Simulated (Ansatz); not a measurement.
# C2H7BFN: how energies converge with the basis set

An exercise on one series of results from a longer session: the logs are not shown, and one member is left open.

Computed with Ansatz 0.2.0, Gaussian basis. Level: one geometry, several basis sets.

Levels to be run: PBE0-D4/def2-SVP; ωB97M-V/def2-SVP; PBE0-D4/def2-QZVPP; ωB97M-V/def2-QZVPP; the functionals' def2-TZVPP values are taken from earlier runs.

### Structure used throughout

The geometry comes from an earlier relaxation with PBE0-D4 in a triple-zeta def2 set; it is a stationary point, not always the lowest conformer.

SMILES `CN(C)BF`, 12 atoms, charge 0, spin multiplicity 1.

Atoms are counted from 1 here; the program's logs count them from 0.

Bond lengths: C1–N2 1.442 Å, C1–H6 1.096 Å, C1–H7 1.090 Å, C1–H8 1.096 Å, N2–C3 1.444 Å, N2–B4 1.390 Å, C3–H9 1.096 Å, C3–H10 1.096 Å, C3–H11 1.089 Å, B4–F5 1.341 Å, B4–H12 1.197 Å. Angles: N2–C1–H6 111.0°, N2–C1–H7 109.9°, N2–C1–H8 111.0°, H6–C1–H7 108.5°, H6–C1–H8 107.7°, H7–C1–H8 108.5°, C1–N2–C3 114.5°, C1–N2–B4 122.2°, C3–N2–B4 123.3°, N2–C3–H9 110.8°, N2–C3–H10 110.8°, N2–C3–H11 110.1°, H9–C3–H10 107.7°, H9–C3–H11 108.7°, H10–C3–H11 108.7°, N2–B4–F5 120.0°, N2–B4–H12 121.3°, F5–B4–H12 118.7°.

Geometry (Å):

```
atom     x (Å)     y (Å)     z (Å)
  C1  -0.78782   1.08854   0.18444
  N2   0.14910   0.02647  -0.08425
  C3  -0.23876  -1.26117   0.44123
  B4   1.32621   0.23926  -0.79311
  F5   2.16669  -0.78133  -1.01790
  H6  -0.92540   1.22840   1.26303
  H7  -0.42303   2.02267  -0.24183
  H8  -1.76924   0.86703  -0.25102
  H9  -0.35046  -1.21970   1.53074
 H10  -1.19818  -1.58130   0.01905
 H11   0.51552  -2.00706   0.19668
 H12   1.61216   1.32309  -1.21307
```

Set-up of the first run:

in.yaml

```yaml
crystal:
  periodic: [false, false, false]
  atoms:
    - {symbol: C, position_ang: [-0.787818, 1.088536, 0.184436]}
    - {symbol: N, position_ang: [0.149100, 0.026473, -0.084248]}
    - {symbol: C, position_ang: [-0.238758, -1.261172, 0.441233]}
    - {symbol: B, position_ang: [1.326209, 0.239258, -0.793109]}
    - {symbol: F, position_ang: [2.166693, -0.781327, -1.017897]}
    - {symbol: H, position_ang: [-0.925399, 1.228399, 1.263029]}
    - {symbol: H, position_ang: [-0.423028, 2.022669, -0.241831]}
    - {symbol: H, position_ang: [-1.769243, 0.867034, -0.251025]}
    - {symbol: H, position_ang: [-0.350460, -1.219701, 1.530744]}
    - {symbol: H, position_ang: [-1.198177, -1.581299, 0.019053]}
    - {symbol: H, position_ang: [0.515517, -2.007061, 0.196679]}
    - {symbol: H, position_ang: [1.612163, 1.323093, -1.213065]}
basis:
  gaussian: {orbitals: def2-SVP}
hamiltonian: {xc: pbe0, dispersion: d4}
output: {orbitals: {seedname: orbitals}}
```

The run is started by

```sh
> ansatz run in.yaml --threads 4 --pin off --events-out ev --progress --plain --max-ram 10444MiB
```

Among the steps run: PBE0-D4 in def2-SVP; ωB97M-V in def2-SVP; PBE0-D4 in def2-QZVPP; ωB97M-V in def2-QZVPP.

One table of the session follows, with a row left open; its other results are not shown here.

It belongs to the step «Density functionals: the series». 

| functional | basis | HOMO (eV) | LUMO (eV) |
| --- | --- | --- | --- |
| PBE0-D4 | def2-SVP | ? | ? |
| PBE0-D4 | def2-TZVPP | -7.32 | 0.79 |
| PBE0-D4 | def2-QZVPP | -7.34 | 0.59 |
| ωB97M-V | def2-SVP | -9.53 | 3.19 |
| ωB97M-V | def2-TZVPP | -9.62 | 2.38 |
| ωB97M-V | def2-QZVPP | -9.64 | 1.77 |

**Question.** Estimate the row for PBE0-D4, def2-SVP.

The run gave: HOMO (eV): -7.24; LUMO (eV): 1.18. In the column «HOMO (eV)» it is the highest.
